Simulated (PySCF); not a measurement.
# Ge2H7NSe: the cost of one run

Computed with PySCF 2.14.0, with density-fitted response routines of our own, on a single molecule in the gas phase. Atoms count from 0, in the outputs and in this text.

## 1. Starting geometry

11 atoms, charge 0, multiplicity 1; geometry from: GFN2-xTB. The atoms were then displaced at random by about 0.01 Å, so the start is not that level's minimum.

Bonds of the start (Å): N0–Ge1 1.79, Ge1–Se2 2.33, Se2–Ge3 2.36, N0–H4 1.04, N0–H5 1.02, Ge1–H6 1.51, Ge1–H7 1.51, Ge3–H8 1.46, Ge3–H9 1.51, Ge3–H10 1.52.

## 2. Geometry optimisation at PBE0-D3(BJ)/def2-SVP

The job: settings as JSON, then the geometry in Å.

```
{"job": {"xc": "PBE0", "basis": "def2-SVP", "d3": "d3bj", "grid": 1, "shake": 0.01, "kind": "geom"}, "charge": 0, "multiplicity": 1}
N     -1.691100     0.350140     0.373920
Ge    -1.017820    -1.018650    -0.566440
Se     0.577020    -0.144170    -2.023310
Ge     2.032840     0.662100    -0.351560
H     -1.997650     1.175690    -0.181040
H     -2.455800     0.158480     1.017820
H     -1.983910    -1.807450    -1.418180
H     -0.412940    -1.922180     0.482540
H      3.222220     1.197420    -1.013360
H      2.405750    -0.435410     0.609880
H      1.359490     1.758190     0.462260
```

Command:

```bash
OMP_NUM_THREADS=1 python probes_run.py task.json out
```

The driver reads the jobs from task.json and runs them one after another.

**Question.** How long does this first job take on 1 thread of Arm Neoverse N1, shared host, and how much memory does it need?

About 5.1 min, with a peak of 0.66 GiB.
